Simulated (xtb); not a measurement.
# GePH5O2 (SMILES O[P](O)[GeH3]): GFN2-xTB

Aim: a structure relaxation of GePH5O2. 

The calculation is run with xtb 6.7.1.

2 further runs of the same task are left out: 2 set aside as unsound or not needed.

### 1 The molecule

The species is GePH5O2 (9 atoms), meant as a singlet with charge 0. SMILES: `O[P](O)[GeH3]`. All atoms were displaced at random from a relaxed shape. The run starts from this shape.

Bond lengths: O1–P2 1.714 Å, P2–O3 1.671 Å, P2–Ge4 2.316 Å, O1–H5 0.991 Å, O3–H6 0.841 Å, Ge4–H7 1.489 Å, Ge4–H8 1.446 Å, Ge4–H9 1.499 Å. Some angles: O1–P2–O3 92.1°, O1–P2–Ge4 96.5°, O3–P2–Ge4 97.2°, P2–O1–H5 108.4°, P2–O3–H6 116.4°, P2–Ge4–H7 115.6°, P2–Ge4–H8 120.6°, P2–Ge4–H9 113.2°, H7–Ge4–H8 96.7°, H7–Ge4–H9 107.3°.

### 2 A geometry optimisation at GFN2-xTB

detailed.inp

```
$opt
   hessian=lindh
$end
```

struc.tmol

```
$coord
      0.418782206478      3.167729005449     -1.545304641151  o
      1.688186833434      0.195170914151     -1.756727199975  p
      3.691750059808      0.757440025273      0.619282148301  o
     -1.396243044441     -1.828536792710      0.598419571885  ge
     -0.745629236994      3.416114607270     -2.989792393554  h
      3.161662984589      1.702775519117      1.781312536856  h
     -3.843060430606     -2.267576863245     -0.721043900112  h
     -1.029655073525     -4.396863568689      1.455656033799  h
     -1.978826711402     -0.514591320997      3.038660711137  h
$end
```

Started as:

```
$ xtb struc.tmol --gfn 2 -o normal -I detailed.inp | tee out.txt
```

Q: Predict the results. Wanted: total energy at the end; dipole moment; HOMO energy; LUMO energy; HOMO–LUMO gap; dispersion energy; mean polarisability.

Answer, from the run:

At GFN2-xTB:

| quantity | value |
| --- | --- |
| total energy at the end | -15.18088 Eh |
| dipole moment | 1.75 D |
| HOMO energy | -10.18 eV |
| LUMO energy | -5.45 eV |
| HOMO–LUMO gap | 4.72 eV |
| dispersion energy | -13.81 kJ/mol |
| mean polarisability (D4 model) | 69.7 bohr³ |

**Reading.** At the final geometry: Bond lengths: O1–P2 1.658 Å, P2–O3 1.613 Å, P2–Ge4 2.387 Å, O1–H5 0.956 Å, O3–H6 0.963 Å, Ge4–H7 1.504 Å, Ge4–H8 1.501 Å, Ge4–H9 1.513 Å. Some angles: O1–P2–O3 97.4°, O1–P2–Ge4 95.8°, O3–P2–Ge4 99.5°, P2–O1–H5 112.9°, P2–O3–H6 111.8°, P2–Ge4–H7 114.1°, P2–Ge4–H8 116.6°, P2–Ge4–H9 112.2°, H7–Ge4–H8 104.6°, H7–Ge4–H9 103.9°. The optimisation took 10 steps and changed the energy by -0.697 eV.
